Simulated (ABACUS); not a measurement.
**Ta3AsAu2O13 in ABACUS: the effect of dispersion**

The system is Ta3AsAu2O13.

```
CELL_PARAMETERS angstrom
5.48815 0.00000 0.00000
-2.74407 4.75288 0.00000
0.00000 0.00000 9.64246
ATOMIC_POSITIONS crystal
Ta 0.00000 0.00000 0.19408
Ta 0.00000 0.00000 0.80592
Ta 0.66667 0.33333 0.00000
As 0.00000 0.00000 0.50000
Au 0.33333 0.66667 0.27428
Au 0.33333 0.66667 0.72572
O 0.00000 0.00000 0.00000
O 0.23947 0.97129 0.36402
O 0.02871 0.26818 0.36402
O 0.73182 0.76053 0.36402
O 0.23947 0.97129 0.63598
O 0.02871 0.26818 0.63598
O 0.73182 0.76053 0.63598
O 0.38452 0.33425 0.85844
O 0.66575 0.05026 0.85844
O 0.94974 0.61548 0.85844
O 0.38452 0.33425 0.14156
O 0.66575 0.05026 0.14156
O 0.94974 0.61548 0.14156
```

The cell was built by a generator and needn't be a form met in nature.

The cell isn't the ideal one: volume scaled by 1.02.

Alike in all runs:

| Quantity | Value |
| --- | --- |
| Program | ABACUS 3.10.1 |
| Task | equation of state |
| Functional | BLYP |
| Potentials or basis | PseudoDojo NC SR 0.4.1 PBE standard |
| Cutoff | 1361 eV |
| Density cutoff | 5442 eV |
| Basis | DZP LCAO (the cutoffs set its grid) |
| k mesh | 4 × 4 × 2 |
| Occupations | fermi-dirac, width 0.05 eV |
| Spin | no spin polarisation |

| dispersion | pressure (GPa) | largest force (eV/Å) |
| --- | --- | --- |
| none | ? | ? |
| D2 | -2.4 | 0.55 |
| D3 | -0.3 | 0.52 |
| D3(BJ) | -1.5 | 0.50 |
| D3(BJ)+ABC | -1.2 | 0.50 |

Question: What does the run with dispersion none give?

Answer: Pressure 3.9 GPa; largest force 0.48 eV/Å.

Caveats: the atomic orbitals were generated for these runs and aren't a published set; the potentials were made for another functional, which shifts forces and pressure; the basis of atomic orbitals isn't converged, which shifts pressures, moduli and gaps; pairwise dispersion overbinds metals, which lowers pressure and volume (some runs).
